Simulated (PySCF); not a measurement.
**The bond of MoCl, level by level**

The task here is to estimate one member of a computed series from the others.

The runs use PySCF 2.14.0; Mo def2-TZVPP with ECP28, Cl def2-TZVPP, scalar-relativistic core potentials.

The first run:

Settings of the job:

| Item | Value |
| --- | --- |
| atoms | Mo, Cl |
| charge | 0 |
| basis | Mo def2-TZVPP with ECP28, Cl def2-TZVPP |
| Hamiltonian | scalar-relativistic core potentials |
| basis functions | 98 |
| electrons treated | 31 |
| masses in u | 97.9054, 34.9689 |
| levels | PBE0, PBE, r²SCAN, PBEsol, LDA, MN15, revPBE, LC-ωPBE, HF, MP2, SCS-MP2, CCSD, CCSD(T) |
| grid | 80 radial by 434 angular points |
| occupations | held fixed by the projection of orbital angular momentum |
| dissociation limit | Mo + Cl, each in its ground configuration |
| starting distance in angstrom | 2.265 |
| values of 2S to try | 1, 3, 5, 7, 9 |

Launch:

```
OMP_NUM_THREADS=2 python dia.py task.json out
```

Steps of the session up to this table: Set-up; The PBE0 curve of the state that the search chose; Excited determinants; PBE (GGA); r²SCAN (meta-GGA); PBEsol (GGA); LDA (local density); MN15; revPBE; LC-ωPBE; UHF (mean field); MP2 and coupled cluster.

One table of the session follows, with a row left open; its other results are not shown here.

```
      level  Re (Å)  ωe (cm⁻¹)  De (eV)
        UHF   2.379        337     2.45
    UHF-MP2   2.278        388     3.76
UHF-SCS-MP2   2.293        381     3.80
   UHF-CCSD   2.304        377     3.49
UHF-CCSD(T)   2.294        383     3.65
        LDA       ?          ?        ?
        PBE   2.273        382     3.97
     PBEsol   2.249        397     4.21
     revPBE   2.285        373     3.78
     r²SCAN   2.281        383     3.84
       PBE0   2.281        380     3.79
       MN15   2.266        396     4.14
    LC-ωPBE   2.293        376     3.86
```

Q: Estimate the row for LDA from the others.

**Answer.** Re (Å): 2.230; ωe (cm⁻¹): 409; De (eV): 4.59. In the column «Re (Å)» it is the lowest.

Limits of these values: The state is the lowest single determinant that the PBE0 search found; with open d or f shells the true ground state can be another one.
